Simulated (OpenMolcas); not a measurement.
**Ti³⁺ among point charges: CASSCF and CASPT2 levels and susceptibility**

Aim: the splitting of the states of Ti³⁺ in the field of 6 point charges, its lowest levels with spin-orbit coupling and its magnetic susceptibility.

Program: OpenMolcas 26.06. Level of theory: state-averaged CASSCF and CASPT2, spin-orbit coupling by RASSI with atomic mean-field integrals. These are calculated values, not measurements, unless marked.

## Step 1: What is computed

- Species: Ti³⁺ (titanium, Z = 22, 19 electrons)
- Basis: ANO-RCC-VDZP [5s4p2d1f], 34 functions
- Scalar Hamiltonian: DKH2, point nucleus
- Inactive shells: 1s 2s 2p 3s 3p
- Active space: 1 electron in 5 orbitals (3d)
- Some configurations of this space: 3d
- Orbitals: optimised for each spin and parity, averaged over all roots

The outer shells:

3d
```
3d [↑ ][  ][  ][  ][  ]
```

The ion sits among 6 point charges of -2.2 e arranged as a trigonal antiprism (D3d), 2.27 Å from the ion, with a polar angle of 47.6° against the regular 54.74°.

Each step is its own input file, run in one work folder so that later steps find the files of earlier ones. Labels, J, g values, rates, χT and fits are worked out afterwards by a script from the matrices that RASSI stores. The input lists half of the charges; inversion (Group=XYZ) makes the rest.

## Step 2: GATEWAY and SEWARD: basis and integrals

a.inp reads:

```
&GATEWAY
Coord
1

Ti 0.0 0.0 0.0
Basis=ANO-RCC-VDZP
Group=XYZ
NoMove
AngMom=0.0 0.0 0.0
AMFI
XField
3 Angstrom 0
0.000000 1.676827 1.530082 -2.200000
1.452175 -0.838414 1.530082 -2.200000
1.452175 0.838414 -1.530082 -2.200000
&SEWARD
```

Launch:

```sh
OMP_NUM_THREADS=1 MOLCAS_MEM=1689 MOLCAS_PROJECT=a pymolcas a.inp > a.log
```

The log of the run:

```text
Basis set label: TI.ANO-RCC...5S4P2D1F.

      Electronic valence basis set:
      ------------------
      Associated Effective Charge  22.000000 au
      Associated Actual Charge     22.000000 au
      Nuclear Model: Point charge

      Shell  nPrim  nBasis  Cartesian Spherical Contaminant
         s      21       5        X
         p      15       4        X
         d      10       2                 X
         f       6       1                 X
                  Relativistic Douglas-Kroll-Hess integrals:
                    - DKH order of Hamiltonian: 2
                    - DKH order of Properties : 0
                  Atomic mean-field integrals
```

## Step 3: CASSCF: doublets of even parity, 5 roots

a.inp reads:

```
&RASSCF
FileOrb=start.orb
Symmetry=1
Spin=2
nActEl=1 0 0
Inactive=3 6
Ras2=5 0
CIRoot=5 5 1
SDav=5
CIMx=300
Iter=120 100
PrWF=0.3
OrbListing=Nothing
MaxOrb=0
>>> COPY $Project.JobIph JOB001
```

start.orb holds the contracted functions of the basis, ordered by shell, or the orbitals of the step before.

The log of the run, shortened:

```text
[...]
      Number of active orbitals                  5
[...]
      Spin quantum number                      0.5
[...]
      Active orbitals                            5   0
[...]
      Number of CSFs                             5
      Number of root(s) required                 5
[...]
      Convergence after  8 iterations
[...]
      Natural orbitals and occupation numbers for root  1
      sym 1:   0.000000   0.000000  -0.000000   0.000000   1.000000
      Natural orbitals and occupation numbers for root  2
      sym 1:   1.000000   0.000000   0.000000   0.000000  -0.000000
      Natural orbitals and occupation numbers for root  3
      sym 1:  -0.000000  -0.000000   1.000000  -0.000000   0.000000
::    RASSCF root number  1 Total energy:   -860.33380002
::    RASSCF root number  2 Total energy:   -860.33380002
::    RASSCF root number  3 Total energy:   -860.31018763
::    RASSCF root number  4 Total energy:   -860.29814730
::    RASSCF root number  5 Total energy:   -860.29814727
```

## Step 4: RASSI: spin-orbit coupling between the states

a.inp reads:

```
&RASSI
NrOfJobIphs=1 5
1 2 3 4 5
IphNames
JOB001
EJob
SpinOrbit
DIPRint=1.0
SOCoupling=1000.0
Subsets=2
Property=9
'ANGMOM' 1 'ANGMOM' 2 'ANGMOM' 3 'MLTPL  1' 1 'MLTPL  1' 2 'MLTPL  1' 3
'AMFI' 1 'AMFI' 2 'AMFI' 3
SOProperty=3
'ANGMOM' 1 'ANGMOM' 2 'ANGMOM' 3
```

The log of the run, shortened:

```text
SPIN-FREE ENERGIES:
  (Shifted by EMIN (a.u.) =       -860.3338000217)
 SF State       Relative EMIN(au)   Rel lowest level(eV)    D:o, cm**(-1)      L_eff
     1             0.0000000000        0.0000000000              0.0000         2.0
     2             0.0000000033        0.0000000887              0.0007         2.0
     3             0.0236123948        0.6425259964           5182.3217         2.0
     4             0.0356527246        0.9701600605           7824.8686         2.0
     5             0.0356527530        0.9701608335           7824.8748         2.0
     Dipole printing threshold changed to   1.00000000E+00
Eigenvalues of complex Hamiltonian:
   -----------------------------------
  (Shifted by EMIN (a.u.) =       -860.3338000217)
 SO State       Relative EMIN(au)   Rel lowest level(eV)    D:o, cm**(-1)     J-value
     1            -0.0006165173        0.0000000000              0.0000         1.2
     2            -0.0006165173        0.0000000000              0.0000         1.2
     3             0.0005982753        0.0330561900            266.6162         1.2
     4             0.0005982753        0.0330561900            266.6162         1.2
     5             0.0235574306        0.6578066337           5305.5683         2.0
     6             0.0235574306        0.6578066337           5305.5683         2.0
     7             0.0354223532        0.9806676258           7909.6178         1.9
     8             0.0354223532        0.9806676258           7909.6178         1.9
     9             0.0359563339        0.9951979813           8026.8130         1.9
    10             0.0359563339        0.9951979813           8026.8130         1.9
Weights of the five most important spin-orbit-free states for each spin-orbit state.
[...]
```

These steps took 1.7 s in all on 1 thread of Arm Neoverse V1, shared host.

States without spin-orbit coupling:

```csv
state,degeneracy,E (cm-1),free-ion L (%)
2E,2,0,D (100)
2A1,1,5182,D (100)
2E,2,7825,D (100)
```

With spin-orbit coupling:

```json
{"E (cm-1)": "0.0", "Degeneracy": "2", "Label": "E3/2", "2S+1": "2", "g": "0.00 0.00 1.65"}
{"E (cm-1)": "266.6", "Degeneracy": "2", "Label": "E1/2", "2S+1": "2", "g": "0.01 0.01 5.61"}
{"E (cm-1)": "5306", "Degeneracy": "2", "Label": "E1/2", "2S+1": "2", "g": "1.68 1.68 1.99"}
{"E (cm-1)": "7910", "Degeneracy": "2", "Label": "E1/2", "2S+1": "2", "g": "0.33 0.33 0.38"}
{"E (cm-1)": "8027", "Degeneracy": "2", "Label": "E3/2", "2S+1": "2", "g": "0.00 0.00 3.65"}
```

Principal g values are given for doublets only; a zero marks a field direction without first-order Zeeman splitting.

Powder χT (cm³ K/mol): 0.09 at 2 K, 0.09 at 5 K, 0.10 at 10 K, 0.11 at 20 K, 0.15 at 50 K, 0.23 at 100 K, 0.32 at 150 K, 0.40 at 200 K, 0.46 at 250 K, 0.51 at 300 K.

Orbitals of the lowest block (energies include the constant potential of the surroundings):

```
shell     space  energy (hartree)  mean occupation  ⟨r²⟩ (bohr²)
   1s  inactive         -182.5585            2.000       0.00647
   2s  inactive          -19.8388            2.000         0.123
   2p  inactive          -16.0066            6.000         0.102
   3s  inactive           -1.0297            2.000          1.14
   3p  inactive            0.0927            6.000          1.32
   3d      RAS2                              1.000          2.01
```

## Step 5: CASPT2: IPEA 0.25, imaginary shift 0.1 (closed shells correlated: 3s 3p)

a.inp reads:

```
>>> COPY JOB001 $Project.JobIph
&CASPT2
Multistate=5 1 2 3 4 5
NoMult
Frozen=2 3
IPEA=0.25
Imaginary=0.1
MaxIter=60
WThr=0.0 0.3 0.05
PrWF=0.5
NoMix
```

Launch:

```sh
OMP_NUM_THREADS=1 MOLCAS_MEM=1689 MOLCAS_PROJECT=a pymolcas a.inp > a.log
```

The log of the run:

```text
Orbital specifications:
      -----------------------

      Symmetry species                           1   2
                                                ag  au
      Frozen orbitals                            2   3
      Inactive orbitals                          1   3
      Active orbitals                            5   0
      Secondary orbitals                         7  13
      Deleted orbitals                           0   0
      Number of basis functions                 15  19
Type of calculation                        SS-CASPT2
      Fock operator                              state-specific
      IPEA shift                                 0.25
      Real shift                                 0.00
      Imaginary shift                            0.10
      The input orbitals will be transformed to quasi-canonical
Reference energy:        -860.3338000217
      E2 (Non-variational):      -0.2098642060
      Shift correction:          -0.0000875965
      E2 (Variational):          -0.2099518025
      Total energy:            -860.5437518242
      Residual norm:              0.0000009670
      Reference weight:           0.96033
      Contributions to the CASPT2 correlation energy
      Active & Virtual Only:         -0.0000000000
      One Inactive Excited:          -0.0408114080
      Two Inactive Excited:          -0.1690527981
Reference energy:        -860.3338000184
      E2 (Non-variational):      -0.2095417225
      Shift correction:          -0.0000871183
      E2 (Variational):          -0.2096288408
      Total energy:            -860.5434288592
      Residual norm:              0.0000009611
      Reference weight:           0.96046
      Contributions to the CASPT2 correlation energy
      Active & Virtual Only:         -0.0000000000
      One Inactive Excited:          -0.0404883808
      Two Inactive Excited:          -0.1690533417
::    CASPT2 Root  1     Total energy:   -860.54375182
::    CASPT2 Root  2     Total energy:   -860.54342886
::    CASPT2 Root  3     Total energy:   -860.51954216
::    CASPT2 Root  4     Total energy:   -860.50663130
::    CASPT2 Root  5     Total energy:   -860.50697056
```

Time for this run: 0.57 s (1 thread of Arm Neoverse V1, shared host).

SS-CASPT2: lowest energy less the reference's lowest, -0.2098 hartree; reference weights 0.960 to 0.961.

Spin-free states, with their symmetry labels:

```csv
state,degeneracy,E (cm-1),free-ion L (%)
2E,2,0,D (100)
2A1,1,5278,D (100)
2E,2,8074,D (100)
```

With spin-orbit coupling:

```tsv
E (cm-1)	Degeneracy	Label	2S+1	g
0	2	E3/2	2	0.00 0.00 1.65
270	2	E1/2	2	0.01 0.01 5.61
5400	2	E1/2	2	1.70 1.70 1.99
8160	2	E1/2	2	0.32 0.32 0.38
8280	2	E3/2	2	0.00 0.00 3.65
```

Powder χT (cm³ K/mol): 0.09 at 2 K, 0.09 at 5 K, 0.10 at 10 K, 0.11 at 20 K, 0.15 at 50 K, 0.23 at 100 K, 0.32 at 150 K, 0.40 at 200 K, 0.46 at 250 K, 0.51 at 300 K.

## Step 6: The methods side by side

A. CASSCF
B. SS-CASPT2, IPEA 0.25, imaginary shift 0.1 (closed shells correlated: 3s 3p)

```
method  ground state  first state of that spin (cm-1)  first gap with spin-orbit (cm-1)  χT at 300 K
     A            2E                         2A1 5182                             266.6         0.51
     B            2E                         2A1 5278                             266.5         0.51
```

## Step 7: Outcome

```
                                            quantity                                                                        value
                                              method  SS-CASPT2, IPEA 0.25, imaginary shift 0.1 (closed shells correlated: 3s 3p)
                              spin-free ground state                                               2E, 2-fold in its orbital part
first state of the same spin within the active space                                                             2A1 at 5280 cm⁻¹
                                        lowest level                                            2-fold E3/2, g = 0.00, 0.00, 1.65
                                          next level                                                                   266.5 cm⁻¹
                                         χT at 300 K                                                               0.51 cm³ K/mol
                           effective moment at 300 K                                                                      2.02 μB
```

Cost by method:

```csv
method,time of its own steps,time with the reference
A. CASSCF,1.7 s,1.7 s
"B. SS-CASPT2, IPEA 0.25, imaginary shift 0.1, +3s 3p",0.57 s,2.3 s
```

Times are of one thread on a shared host.

The spin-free ground state (2E) comes to 100 % from free-ion D terms and keeps the highest spin of the shell. χT at 300 K is 0.51, against 0.38 cm³ K/mol for the spin alone, so orbital moment adds to it. CASPT2 does not keep the components of a term degenerate, and the means are used. The field of point charges can differ much from that of real complexes. Point charges carry no covalency, so the field is a model and not that of real ligands.
